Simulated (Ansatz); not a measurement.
This script makes cell relaxations under several functionals of Hf, space group Fm-3m with the Ansatz DFT code, driven from Python.

`lattice.py`
```python
"""Relaxed cell of Hf under several functionals."""

import ansatz
import numpy as np

def edges_and_angles(cell):
    cell = np.asarray(cell)
    a, b, c = np.linalg.norm(cell, axis=1)
    cosines = cell[1] @ cell[2] / (b * c), cell[0] @ cell[2] / (a * c), cell[0] @ cell[1] / (a * b)
    return (a, b, c, *np.degrees(np.arccos(cosines)))


def main() -> None:
    hf = (
        ansatz.Lattice.of([0.0, 2.22, 2.22], [2.22, 0.0, 2.22], [2.22, 2.22, 0.0])
        .atom("Hf", [0.0, 0.0, 0.0])
    )

    calculation = hf.calculation()
    calculation = calculation.kpoints(5, 5, 5, center="monkhorst-pack")
    calculation = calculation.accuracy("medium").occupations(ansatz.OccupationsMethod.FERMI_DIRAC)
    calculation = calculation.relax(cell=True, force_tolerance=0.05, max_steps=60)

    levels = [("lda", "none"), ("pbesol", "d3bj"), ("r2scan", "d4")]
    print("level            a       b       c    alpha   beta  gamma  V/atom  steps")
    for name, dispersion in levels:
        seen = []
        run = calculation.functional(name, dispersion=dispersion).session().plan()
        res = run.execute(on_event=lambda e: seen.append(e) if e["event"] == "relax_step" else None)
        cell = res.lattice.cell_ang
        label = name if dispersion == "none" else f"{name}+{dispersion}"
        print("{:13s} {:7.4f} {:7.4f} {:7.4f} {:6.2f} {:6.2f} {:6.2f}".format(label, *edges_and_angles(cell)), f"{abs(np.linalg.det(cell)) / len(res.lattice.sites):7.3f} {len(seen):5d}")


if __name__ == "__main__":
    main()
```

Rank the levels of theory by the volume of the relaxed cell.

From smallest to largest: LDA (20.69 Å³ an atom, -5.5 % against the start), PBEsol+D3BJ (20.72 Å³ an atom, -5.3 % against the start) and r2SCAN+D4 (22.24 Å³ an atom, +1.6 % against the start). The spread is 7.5 % in volume.

What the script printed:

Output of `python lattice.py`:
```text
level            a       b       c    alpha   beta  gamma  V/atom  steps
DeckWarning: basis.ecutwfc = 420 eV, auto-derived from the records' recommended cutoffs: set by Hf (normal level)
lda            3.0814  3.0814  3.0814  60.00  60.00  60.00  20.689     5
pbesol+d3bj    3.0829  3.0829  3.0829  60.00  60.00  60.00  20.719     5
DeckWarning: basis.ecutwfc = 500 eV, auto-derived from the records' recommended cutoffs: set by Hf (their level for a meta-GGA)
r2scan+d4      3.1566  3.1566  3.1566  60.00  60.00  60.00  22.241     4
```
(Warnings from the package without file and line.)

What to keep in mind:
- These settings explore the input space; cutoff and mesh may be short of convergence.
- Dispersion corrections can be off by several per cent in the lattices of metals, and by several GPa in the pressure at a fixed cell.
- For a metal this mesh is far too coarse, so the numbers only illustrate the procedure.
- Edges and angles are those of the cell as typed, here a primitive one, not of the conventional cell.
- Spin-orbit coupling, which matters for elements this heavy, is left out.
- This isn't the structure that Hf takes at ambient conditions.
- Wall time of the script: 8.7 s on 1 thread of Arm Neoverse V1 (shared host), peak memory 0.43 GiB.

(Lines on the test bed's own set-up are left out of the output.)
